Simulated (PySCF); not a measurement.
# One shape, several levels: doublet BCl2F+

Aim: a comparison of 6 runs (U-revPBE/6-311+G**, UB3LYP/6-311+G**, UPBE/6-311+G**, UPBE0/6-311+G**, UTPSS/6-311+G**, UCCSD(T)/6-311+G**) of doublet BCl2F+. Input form: a Python script.

Program for the calculation: PySCF 2.14.0.

## 1. The molecule

BCl2F+ has 4 atoms, charge +1, and is taken as a doublet. As SMILES of the parent species, `FB(Cl)Cl`. Geometry: relaxed at PBE0-D4/def2-TZVP. That shape belongs to the parent species and isn't relaxed for this state.

Bond lengths: F1–B2 1.310 Å, B2–Cl3 1.739 Å, B2–Cl4 1.739 Å. Angles: F1–B2–Cl3 119.3°, F1–B2–Cl4 119.3°, Cl3–B2–Cl4 121.5°.

## 2. The energy at U-revPBE/6-311+G(d,p) (run 1)

Contents of input.py:

```python
from pyscf import gto, dft

mol = gto.M(
    atom=[
    ('F', (0.114370, -1.165320, -0.781190)),
    ('B', (0.007910, -0.080610, -0.054040)),
    ('Cl', (-1.549540, 0.373780, 0.571420)),
    ('Cl', (1.427260, 0.872140, 0.263810)),
],
    max_memory=1860,
    spin=1,
    basis='6-311+g**',
    verbose=3,
    charge=1,
)

calc0 = dft.UKS(mol, xc='revpbe')
calc0.conv_tol = 1e-10
calc0.grids.level = 5
calc0.kernel()
if not calc0.converged:
    calc0 = calc0.newton().run(calc0.mo_coeff, calc0.mo_occ)

e_tot = calc0.e_tot
print('E(%s) = %.9f' % ('REVPBE', e_tot))
```

Launch:

```
OMP_NUM_THREADS=1 python input.py
```

The program printed:

```text
converged SCF energy = -1044.66104464819  <S^2> = 0.75183191  2S+1 = 2.0018311
E(REVPBE) = -1044.661044648
```

It took 28 s on 1 thread of Arm Neoverse V2, shared host; peak memory 0.55 GiB.

## 3. The energy at UB3LYP/6-311+G(d,p) (run 2)

Contents of calc.py:

```python
from pyscf import gto, dft

system = gto.Mole()
system.atom = [
    ('F', (0.114370, -1.165320, -0.781190)),
    ('B', (0.007910, -0.080610, -0.054040)),
    ('Cl', (-1.549540, 0.373780, 0.571420)),
    ('Cl', (1.427260, 0.872140, 0.263810)),
]
system.max_memory = 1860
system.spin = 1
system.basis = '6-311+g**'
system.charge = 1
system.verbose = 3
system.build()

ks = dft.UKS(system, xc='b3lyp')
ks.conv_tol = 1e-10
ks.grids.level = 5
ks.kernel()
if not ks.converged:
    ks = ks.newton().run(ks.mo_coeff, ks.mo_occ)

e_final = ks.e_tot
print('Final energy', e_final)
```

Launch:

```
OMP_NUM_THREADS=1 python calc.py
```

The program printed:

```text
WARN: HOMO -0.357530049075539 >= LUMO -0.357530049075546

converged SCF energy = -1044.88967044554  <S^2> = 0.75402601  2S+1 = 2.004022
Final energy -1044.8896704455394
```

Run time: 32 s. Hardware: 1 thread of Arm Neoverse V2, shared host; peak memory 0.55 GiB.

## 4. A single-point energy at UPBE/6-311+G(d,p) (run 3)

Contents of job.py:

```python
from pyscf import gto, dft

mol = gto.M(
    atom='''
F      0.114370    -1.165320    -0.781190
B      0.007910    -0.080610    -0.054040
Cl    -1.549540     0.373780     0.571420
Cl     1.427260     0.872140     0.263810
''',
    charge=1,
    basis='6-311+g**',
    spin=1,
    verbose=3,
    max_memory=1860,
)

mf = dft.UKS(mol)
mf.xc = 'pbe'
mf.conv_tol = 1e-10
mf.grids.level = 5
mf.kernel()
if not mf.converged:
    mf = mf.newton().run(mf.mo_coeff, mf.mo_occ)

e_final = mf.e_tot
print('Final energy', e_final)
```

Launch:

```
OMP_NUM_THREADS=1 python job.py
```

The program printed:

```text
converged SCF energy = -1044.36355526104  <S^2> = 0.75171751  2S+1 = 2.0017168
Final energy -1044.363555261042
```

Run time: 28 s. Hardware: 1 thread of Arm Neoverse V2, shared host; peak memory 0.55 GiB.

Runs 4 to 5 aren't shown in full; the table further down has their settings and results.

## 5. The energy at UCCSD(T)/6-311+G(d,p) (run 6)

Contents of job.py:

```python
from pyscf import gto, scf, cc

mol = gto.M(
    atom='''
F    0.114370  -1.165320  -0.781190
B    0.007910  -0.080610  -0.054040
Cl  -1.549540   0.373780   0.571420
Cl   1.427260   0.872140   0.263810
''',
    basis='6-311+g**',
    charge=1,
    spin=1,
    verbose=4,
    max_memory=1860,
)

mf = scf.UHF(mol)
mf.conv_tol = 1e-10
mf.kernel()
if not mf.converged:
    mf = mf.newton().run(mf.mo_coeff, mf.mo_occ)

mycc = cc.CCSD(mf, frozen=12)
mycc.kernel()
e_t = mycc.ccsd_t()
e_final = mycc.e_tot + e_t
print('E = %.10f Eh' % e_final)
```

Launch:

```
OMP_NUM_THREADS=1 python job.py
```

The program printed:

```text
PySCF version 2.14.0

[... 96 lines left out ...]
converged SCF energy = -1042.8828920863  <S^2> = 0.78411359  2S+1 = 2.0338275
[... 12 lines left out ...]
Init t2, MP2 energy = -0.562488493347991
[... 18 lines left out ...]
UCCSD converged
[... 2 lines left out ...]
E = -1043.4933089092 Eh
```

Run time: 4.9 min. Hardware: 1 thread of Arm Neoverse V2, shared host; peak memory 3.1 GiB.

## 6. The series

| run | level | integration grid | frozen core orbitals | energy (Eh) | HOMO energy (eV) | LUMO energy (eV) | ⟨S²⟩ | wall time |
| --- | --- | --- | --- | --- | --- | --- | --- | --- |
| 1 | U-revPBE/6-311+G** | 5 | – | -1044.661045 | -15.43 | -14.89 | 0.752 | 28 s |
| 2 | UB3LYP/6-311+G** | 5 | – | -1044.889670 | -16.52 | -14.53 | 0.754 | 32 s |
| 3 | UPBE/6-311+G** | 5 | – | -1044.363555 | -15.47 | -14.96 | 0.752 | 28 s |
| 4 | UPBE0/6-311+G** | 5 | – | -1044.423312 | -16.67 | -14.37 | 0.755 | 32 s |
| 5 | UTPSS/6-311+G** | 5 | – | -1044.920122 | -15.62 | -14.94 | 0.752 | 66 s |
| 6 | UCCSD(T)/6-311+G** | – | 12 | -1043.493309 | -18.00 | -10.91 | 0.784 | 4.9 min |

## 7. Results

| quantity | value |
| --- | --- |
| run 6: total energy | -1043.49331 Eh |
| run 6: HOMO energy (Hartree–Fock orbitals) (highest over α and β) | -18.00 eV |
| run 6: LUMO energy (Hartree–Fock orbitals) (lowest over α and β) | -10.91 eV |
| run 6: correlation energy (12 core orbitals frozen) | -610.4 mEh |
| run 6: (T) correction | -20.77 mEh |
| run 6: ⟨S²⟩ of the reference determinant | 0.784 |
| run 6: T1 diagnostic | 0.021 |

**Reading.** Totals of different functionals can't be ranked against each other. All runs together took 8 min, the longest 4.9 min.
